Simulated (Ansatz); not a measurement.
# InAs: the cost of one run

Computed with Ansatz 0.2.0 (DFT LDA, scalar-relativistic, plane waves, PAW, unless a step's input says otherwise).

The COD entry's cell or inner coordinates are ideal or old and differ from later refinements, so a difference from it is no clean test against experiment.

5 further runs of the same task are left out: 1 that didn't finish, 4 set aside as unsound or not needed.

**1. The starting structure**

It takes space group F-43m (No. 216, cubic). Conventional cell: a = 6.027 Å, b = 6.027 Å, c = 6.027 Å, α = 90.00°, β = 90.00°, γ = 90.00°. In (site symmetry -43m) has 4 As at 2.61 Å as nearest neighbours. As (site symmetry -43m) is surrounded by 4 In at 2.61 Å.

As a file:

```xyz
2
Lattice="0.0000 3.0133 3.0133 3.0133 0.0000 3.0133 3.0133 3.0133 0.0000" Properties=species:S:1:pos:R:3 pbc="T T T"
In    0.0000    0.0000    0.0000
As    4.5200    4.5200    4.5200
```

This cell was relaxed beforehand with the same method: volume 27.36 Å³/atom, gap on the mesh none (metal).

**2. The cell under 7 GPa**

What is minimised here is the enthalpy; the energy can go up as the cell is squeezed.

File input.yaml:

```yaml
crystal:
  lattice:
    - [0.0, 3.0133041454, 3.0133041454]
    - [3.0133041454, 0.0, 3.0133041454]
    - [3.0133041454, 3.0133041454, 0.0]
  atoms:
    - { symbol: In, position: [0.0, 0.0, 0.0] }
    - { symbol: As, position: [0.75, 0.75, 0.75] }
basis:
  ecutwfc: 420
kpoints:
  mp_grid: { grid: [12, 12, 12] }
hamiltonian:
  xc: lda
scf:
  occupations: { method: fermi_dirac, width: 0.15 }
output:
  forces: true
  stress: true
  eigenvalues: true
relax:
  adjacent_minimum: "off"
  f_tol: 0.001
  max_steps: 60
  cell: { stress_tol: 0.02, p_target: 7.0 }
```

Launch:

```bash
$ ansatz run input.yaml --threads 1 --pin off --max-ram 3072MiB --backend cpu --events-out ev --progress --plain --runs-dir out
```

**Question.** How long does this run take on 1 thread of Intel Xeon Platinum 8375C at 2.90GHz (Ice Lake), shared host, and how much memory does it need?

About 47 s, with a peak of 0.42 GiB.
